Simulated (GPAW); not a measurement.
Ti3Se, 4 atoms in the cell. The structure is hexagonal, space group P-6m2 (No. 187). Conventional cell: a = 3.197 Å, b = 3.197 Å, c = 7.943 Å, α = 90.00°, β = 90.00°, γ = 120.00°. Se (site symmetry -6m2) has 6 Ti at 2.58 Å as nearest neighbours. Ti (site symmetry -6m2) has 12 Ti at 2.85 to 3.20 Å as nearest neighbours. Around Ti (site symmetry 3m) lie 3 Se at 2.58 Å and 3 Ti at 2.85 Å. The cell comes from a database or a generator and needn't be the stable form of this composition.

- Program: GPAW 26.7.0
- Task: band structure
- Functional: PBEsol
- Potentials or basis: PAW data sets generated in the run's folder for this functional
- Cutoff: 600 eV
- Basis: pw
- k mesh: 7 × 7 × 3
- Occupations: fermi-dirac, width 0.05 eV
- Spin: no spin polarisation
- Hubbard terms: Ti d U = 1 eV
- Maxiter: 150
- Band path: GMKGALHA,LM,KH
- Band points: 60

Potentials or basis: PAW data sets generated in the run's folder for this functional, pw.

Run with:

```bash
$ gpaw-setup -f PBEsol Se Ti
$ OMP_NUM_THREADS=1 python run.py
```

Hardware: 1 thread of Arm Neoverse N1, on a shared host.

Q: Estimate the wall time of this run.

A: Wall time 3 min on 1 thread of Arm Neoverse N1, with other jobs on the host, peak memory 0.39 GiB. Counts: scf iterations 18, plane waves 2375, bands 39, k points 16.
